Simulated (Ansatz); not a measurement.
# C3H8Sn: ionisation energy by level of theory

The task here is to estimate one member of a computed series from the others.

Program: Ansatz 0.2.0, Gaussian basis. Level of theory: unrestricted cation, the program's frozen cores in correlated methods. These are calculated values, not measurements.

The runs, in order: UKS PBE-D4/def2-TZVPP; UKS r2SCAN-D4/def2-TZVPP; UKS PBE0-D4/def2-TZVPP; UKS B3LYP-D4/def2-TZVPP; UKS wB97X-V/def2-TZVPP; UKS wB97M-V/def2-TZVPP; UKS B2PLYP/def2-TZVPP; UHF-CCSD(T)/def2-TZVPP; UHF-MP2/def2-QZVPP; extrapolation to the limit; then −ε(HOMO) from the neutral's earlier runs with LDA (SPW92), PBE-D4, revPBE-D4, BLYP-D4, r2SCAN-D4, B97M-V, PBE0-D4, B3LYP-D4, r2SCANh-D4, r2SCAN0-D4, HSE06-D4, BHLYP-D4, CAM-B3LYP-D4, LC-ωPBE, ωB97X-V, ωB97M-V.

### The relaxed structure

All runs share one geometry, relaxed beforehand with PBE0-D4 in a triple-zeta def2 set. Sn takes the def2 core potential; no spin-orbit term is included.

SMILES `C=C[CH2][SnH3]`, 12 atoms, charge 0, spin multiplicity 1.

Atoms are counted from 1 here; the program's logs count them from 0.

Bond lengths: C1–C2 1.329 Å, C1–H5 1.086 Å, C1–H6 1.083 Å, C2–C3 1.481 Å, C2–H7 1.089 Å, C3–Sn4 2.165 Å, C3–H8 1.092 Å, C3–H9 1.092 Å, Sn4–H10 1.707 Å, Sn4–H11 1.709 Å, Sn4–H12 1.711 Å. Angles: C2–C1–H5 121.5°, C2–C1–H6 121.4°, H5–C1–H6 117.1°, C1–C2–C3 125.6°, C1–C2–H7 118.4°, C3–C2–H7 115.9°, C2–C3–Sn4 110.4°, C2–C3–H8 111.9°, C2–C3–H9 111.9°, Sn4–C3–H8 106.6°, Sn4–C3–H9 107.2°, H8–C3–H9 108.5°, C3–Sn4–H10 108.6°, C3–Sn4–H11 109.2°, C3–Sn4–H12 110.4°, H10–Sn4–H11 109.5°, H10–Sn4–H12 109.8°, H11–Sn4–H12 109.3°.

The first run:

The input, in.yaml:

```yaml
crystal:
  periodic: [false, false, false]
  atoms:
    - {symbol: C, position_ang: [-0.307454, 2.071276, -0.123933]}
    - {symbol: C, position_ang: [-0.369888, 0.952460, 0.590785]}
    - {symbol: C, position_ang: [0.654794, -0.116336, 0.612008]}
    - {symbol: Sn, position_ang: [0.003122, -1.810965, -0.566719]}
    - {symbol: H, position_ang: [0.550121, 2.297939, -0.750202]}
    - {symbol: H, position_ang: [-1.111564, 2.796851, -0.106551]}
    - {symbol: H, position_ang: [-1.256051, 0.774970, 1.198420]}
    - {symbol: H, position_ang: [0.834075, -0.489458, 1.622904]}
    - {symbol: H, position_ang: [1.605019, 0.221950, 0.194068]}
    - {symbol: H, position_ang: [-0.082772, -1.335745, -2.203985]}
    - {symbol: H, position_ang: [-1.543335, -2.305566, -0.033905]}
    - {symbol: H, position_ang: [1.100934, -3.112476, -0.398989]}
basis:
  gaussian: {orbitals: def2-TZVPP}
total_charge: 1
magnetization: {spin_polarized: true, initial_magnetization: 1}
hamiltonian: {xc: pbe, dispersion: d4}
```

Started as:

```sh
$ ansatz run in.yaml --threads 2 --pin off --events-out ev --progress --plain --max-ram 32768MiB --backend cpu
```

Among the steps run: Cation, UKS PBE-D4/def2-TZVPP; Cation, UKS r2SCAN-D4/def2-TZVPP; Cation, UKS PBE0-D4/def2-TZVPP; Cation, UKS B3LYP-D4/def2-TZVPP; Cation, UKS wB97X-V/def2-TZVPP; Cation, UKS wB97M-V/def2-TZVPP; Cation, UKS B2PLYP (frozen core)/def2-TZVPP; Cation, UHF-CCSD(T)/def2-TZVPP; Cation, UHF-MP2/def2-QZVPP.

One table of the session follows, with a row left open; its other results are not shown here.

Orbital estimates, from the neutral's runs:

```
  functional  −ε(HOMO) (eV)
 LDA (SPW92)           6.02
      PBE-D4           5.85
   revPBE-D4           5.79
     BLYP-D4           5.70
   r2SCAN-D4           6.02
      B97M-V           6.04
     PBE0-D4           6.87
    B3LYP-D4           6.68
  r2SCANh-D4           6.40
  r2SCAN0-D4           6.99
    HSE06-D4           6.48
    BHLYP-D4           7.76
CAM-B3LYP-D4           8.13
     LC-ωPBE           9.46
     ωB97X-V              ?
     ωB97M-V           9.00
```

Q: Estimate the row for ωB97X-V from the others.

As computed: −ε(HOMO) (eV): 9.09. In the column «−ε(HOMO) (eV)» it lies between ωB97M-V (9.00) and LC-ωPBE (9.46).
